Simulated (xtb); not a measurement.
**C3H8F2Si (SMILES CC(F)C[SiH2]F) at GFN2-xTB**

Wanted: a structure relaxation of C3H8F2Si. 

The calculation is run with xtb 6.7.1.

1 further run of the same task is left out (set aside as unsound or not needed).

**1. The molecule**

The species is C3H8F2Si (14 atoms), meant as a singlet with charge 0. As SMILES, `CC(F)C[SiH2]F`. All atoms were displaced at random from a relaxed shape. The run starts from this shape.

Bond lengths: C1–C2 1.365 Å, C2–F3 1.314 Å, C2–C4 1.553 Å, C4–Si5 1.723 Å, Si5–F6 1.542 Å, C1–H7 1.160 Å, C1–H8 1.047 Å, C1–H9 1.090 Å, C2–H10 1.201 Å, C4–H11 1.089 Å, C4–H12 1.148 Å, Si5–H13 1.378 Å, Si5–H14 1.560 Å. Some angles: C1–C2–F3 117.3°, C1–C2–C4 116.3°, F3–C2–C4 110.1°, C2–C4–Si5 115.8°, C4–Si5–F6 112.4°, C1–C2–H10 105.9°, F3–C2–H10 101.5°, C4–C2–H10 103.5°, C2–C1–H7 120.5°, C2–C1–H8 111.6°.

**2. A geometry optimisation at GFN2-xTB**

Input file input.inp:

```
$opt
   engine=lbfgs
$end
```

Input file geom.xyz:

```xyz
14
C3H8F2Si
C      0.471950    -1.110710     1.053980
C      1.026800    -0.090860     0.335230
F      2.314110    -0.162510     0.083230
C      0.257460     0.350230    -0.939700
Si    -1.365870     0.873900    -0.693710
F     -1.489830     1.875270     0.472050
H     -0.607420    -1.019030     1.469650
H      1.103060    -1.425050     1.827620
H      0.423000    -2.048740     0.500470
H      0.976010     0.878100     1.043820
H      0.352440    -0.509800    -1.600230
H      0.882980     1.134670    -1.497670
H     -1.900560     1.568280    -1.757550
H     -2.318780    -0.270340    -0.229390
```

The run is started by

```
$ xtb geom.xyz --gfn2 -o tight --input input.inp -P 1 > geom.out 2> xtb.err
```

What values should one expect? Wanted: total energy at the end; dipole moment; HOMO energy; LUMO energy; HOMO–LUMO gap; dispersion energy; mean polarisability.

**Answer.** As computed:

Level: GFN2-xTB.

| quantity | value |
| --- | --- |
| total energy at the end | -21.76762 Eh |
| dipole moment | 2.48 D |
| HOMO energy | -11.54 eV |
| LUMO energy | -5.47 eV |
| HOMO–LUMO gap | 6.07 eV |
| dispersion energy | -21.27 kJ/mol |
| mean polarisability (D4 model) | 69.0 bohr³ |

At the final geometry: Bond lengths: C1–C2 1.519 Å, C2–F3 1.392 Å, C2–C4 1.522 Å, C4–Si5 1.898 Å, Si5–F6 1.613 Å, C1–H7 1.086 Å, C1–H8 1.087 Å, C1–H9 1.088 Å, C2–H10 1.097 Å, C4–H11 1.091 Å, C4–H12 1.093 Å, Si5–H13 1.454 Å, Si5–H14 1.456 Å. Some angles: C1–C2–F3 108.2°, C1–C2–C4 113.7°, F3–C2–C4 108.2°, C2–C4–Si5 113.8°, C4–Si5–F6 107.0°, C1–C2–H10 110.6°, F3–C2–H10 105.1°, C4–C2–H10 110.6°, C2–C1–H7 109.8°, C2–C1–H8 109.7°. The optimisation took 14 steps and changed the energy by -1.689 eV. Mulliken charges run from -0.28 on F6 to +0.54 on Si5.
